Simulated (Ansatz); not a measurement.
Input of an Ansatz 0.2.0 run:

The input input.yaml:

```yaml
crystal:
  lattice:
    - [-2.233425, 2.233425, 5.094482]
    - [2.233425, -2.233425, 5.094482]
    - [2.233425, 2.233425, -5.094482]
  atoms:
    - { symbol: Er, position: [0.5, 0.5, 0.0] }
    - { symbol: Er, position: [0.25, 0.75, 0.5] }
    - { symbol: Er, position: [0.75, 0.25, 0.5] }
    - { symbol: Ge, position: [0.0, 0.0, 0.0] }
hamiltonian:
  xc: pbesol
  pseudopotentials: { kind: paw }
kpoints:
  mp_grid: { grid: [8, 8, 8] }
scf:
  occupations: { method: fermi_dirac, width: 0.05 }
output:
  forces: true
  stress: true
  eigenvalues: true
```

Potentials or basis: Ansatz PAW.

Run with:

```sh
$ ansatz run input.yaml --threads 2 --pin off --max-ram 5632MiB --backend cpu --events-out ev --progress --plain --runs-dir out
```

Problem. Estimate the band gap on the k mesh.

Solution. None (metal or under the smearing width).

Problem. Estimate the pressure.

Solution. -3.4 GPa.

Stress tensor (GPa, compression positive):
```
-2.02  0.00  0.00
 0.00 -2.02  0.00
 0.00  0.00 -6.03
```

Caveat: without U or exact exchange the open f shell lies at the Fermi level, which spoils levels, moments and volumes; the PAW data sets come from PBE, with cores solved anew for the run's functional, which leaves a small shift of forces and pressure. Spin polarisation is off, so any magnetic state and its effect on volume and gap are missing.
